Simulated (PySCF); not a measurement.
# O4Os (OsO4): the cost of one run

Computed with PySCF 2.14.0 and routines of our own; the level stands in each step. Atoms count from 0.

## (1) The starting structure

5 atoms, charge 0, multiplicity 1; geometry from: GFN2-xTB.

## (2) Geometry optimisation at PBE0-D3(BJ)/def2-SVP

The job: settings as JSON, then the geometry in Å.

```
{"job": {"xc": "PBE0", "basis": "def2-SVP", "d3": "d3bj", "grid": 1, "maxiter": 30, "shake": 0.03, "kind": "geom"}, "charge": 0, "multiplicity": 1}
Os     0.061120    -0.076700     0.012450
O     -0.006820    -0.030970     1.612700
O      1.462430     0.003120    -0.575250
O     -0.670580     1.332640    -0.531290
O     -0.771300    -1.338560    -0.580720
```

Launch:

```console
OMP_NUM_THREADS=1 python heavy_run.py task.json out
```

This one command runs all jobs of the session in turn.

**Question.** How long does this first job take on 1 thread of Arm Neoverse V1, shared host, and how much memory does it need?

About 21 s, with a peak of 0.34 GiB.
